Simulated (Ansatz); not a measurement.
# C₃H₇BO: a ladder of functionals and wavefunction methods

One table from this session's results is given with a row withheld; the runs are named, their logs left out.

The runs use Ansatz 0.2.0, Gaussian basis; functionals in def2-TZVPP, the program's frozen cores in correlated methods.

The runs, in order: LDA (SPW92), PBE-D4, revPBE-D4, BLYP-D4, r2SCAN-D4, B97M-V, PBE0-D4, B3LYP-D4, r2SCANh-D4, r2SCAN0-D4, HSE06-D4, BHLYP-D4, CAM-B3LYP-D4, LC-ωPBE, ωB97X-V, ωB97M-V, B2PLYP, PBE-QIDH; CCSD(T)/def2-SVP; CCSD(T)/def2-TZVPP; MP2/def2-QZVPP; extrapolation to the limit; RPA on PBE.

### Structure used throughout

The geometry comes from an earlier relaxation with PBE0-D4 in a triple-zeta def2 set; it is a stationary point, not always the lowest conformer.

12 atoms, charge 0, spin multiplicity 1.

Atoms are counted from 1 here; the program's logs count them from 0.

Bond lengths: B1–C2 1.534 Å, B1–H6 1.197 Å, B1–H7 1.194 Å, C2–C3 1.502 Å, C2–C4 1.497 Å, C2–O5 1.443 Å, C3–H8 1.093 Å, C3–H9 1.092 Å, C3–H10 1.092 Å, C4–O5 1.392 Å, C4–H11 1.089 Å, C4–H12 1.088 Å. Angles: C2–B1–H6 120.0°, C2–B1–H7 119.4°, H6–B1–H7 120.5°, B1–C2–C3 123.8°, B1–C2–C4 109.3°, B1–C2–O5 116.9°, C3–C2–C4 117.6°, C3–C2–O5 114.2°, C4–C2–O5 56.5°, C2–C3–H8 110.5°, C2–C3–H9 111.1°, C2–C3–H10 110.5°, H8–C3–H9 108.0°, H8–C3–H10 107.7°, H9–C3–H10 109.0°, C2–C4–O5 59.8°, C2–C4–H11 116.0°, C2–C4–H12 121.3° and more.

As a file:

| atom | x (Å) | y (Å) | z (Å) |
| --- | --- | --- | --- |
| B1 | -0.8839 | 1.3119 | -0.1551 |
| C2 | 0.1308 | 0.1612 | -0.1360 |
| C3 | 0.9981 | -0.1676 | 1.0456 |
| C4 | -0.4015 | -0.9800 | -0.9459 |
| O5 | 0.6851 | -0.2416 | -1.4054 |
| H6 | -1.3394 | 1.7242 | 0.8722 |
| H7 | -1.2724 | 1.7336 | -1.2026 |
| H8 | 1.7717 | 0.5929 | 1.1752 |
| H9 | 1.4924 | -1.1323 | 0.9133 |
| H10 | 0.4029 | -0.1965 | 1.9611 |
| H11 | -0.1885 | -1.9772 | -0.5637 |
| H12 | -1.3184 | -0.8839 | -1.5246 |

The first run:

The input, in.yaml:

```yaml
crystal:
  periodic: [false, false, false]
  atoms:
    - {symbol: B, position_ang: [-0.883904, 1.311937, -0.155057]}
    - {symbol: C, position_ang: [0.130769, 0.161187, -0.135965]}
    - {symbol: C, position_ang: [0.998052, -0.167604, 1.045642]}
    - {symbol: C, position_ang: [-0.401519, -0.980041, -0.945920]}
    - {symbol: O, position_ang: [0.685085, -0.241635, -1.405448]}
    - {symbol: H, position_ang: [-1.339358, 1.724176, 0.872151]}
    - {symbol: H, position_ang: [-1.272354, 1.733592, -1.202647]}
    - {symbol: H, position_ang: [1.771749, 0.592923, 1.175232]}
    - {symbol: H, position_ang: [1.492412, -1.132298, 0.913301]}
    - {symbol: H, position_ang: [0.402875, -0.196454, 1.961128]}
    - {symbol: H, position_ang: [-0.188503, -1.977169, -0.563737]}
    - {symbol: H, position_ang: [-1.318404, -0.883912, -1.524576]}
basis:
  gaussian: {orbitals: def2-TZVPP}
hamiltonian: {xc: lda}
output: {orbitals: {seedname: orbitals}}
```

Started as:

```sh
$ ansatz run in.yaml --threads 4 --pin off --events-out ev --progress --plain --max-ram 10444MiB
```

Steps of the session up to this table: LDA; PBE-D4 (GGA); revPBE-D4 (GGA); BLYP-D4 (GGA); r2SCAN-D4 (meta-GGA); B97M-V (meta-GGA); PBE0-D4 (hybrid); B3LYP-D4 (hybrid); r2SCANh-D4 (hybrid); r2SCAN0-D4 (hybrid); HSE06-D4 (hybrid); BHLYP-D4 (hybrid); CAM-B3LYP-D4 (range-separated); LC-ωPBE (range-separated); ωB97X-V (range-separated); ωB97M-V (range-separated); B2PLYP (double hybrid); PBE-QIDH (double hybrid).

One table of the session follows, with a row left open; its other results are not shown here.

It belongs to the step «Frontier levels by functional». 

| functional | HOMO (eV) | LUMO (eV) | gap (eV) |
| --- | --- | --- | --- |
| LDA (SPW92) | -6.36 | -2.76 | 3.59 |
| PBE-D4 | -6.21 | -2.47 | 3.74 |
| revPBE-D4 | -6.15 | -2.35 | 3.80 |
| BLYP-D4 | -6.11 | -2.34 | 3.78 |
| r2SCAN-D4 | -6.51 | -2.10 | 4.42 |
| B97M-V | -6.71 | -2.21 | 4.50 |
| PBE0-D4 | -7.82 | -1.48 | 6.34 |
| B3LYP-D4 | -7.57 | -1.72 | 5.85 |
| r2SCANh-D4 | -7.12 | -1.75 | 5.37 |
| r2SCAN0-D4 | -8.03 | -1.25 | 6.78 |
| HSE06-D4 | -7.41 | -1.86 | 5.55 |
| BHLYP-D4 | -9.32 | -0.47 | 8.85 |
| CAM-B3LYP-D4 | -9.27 | -0.42 | 8.84 |
| LC-ωPBE | ? | ? | ? |
| ωB97X-V | -10.27 | 0.69 | 10.96 |
| ωB97M-V | -10.22 | 0.41 | 10.63 |

Q: Estimate the row for LC-ωPBE from the others.

**Answer.** HOMO (eV): -10.58; LUMO (eV): 0.80; gap (eV): 11.38. In the column «HOMO (eV)» it is the lowest.
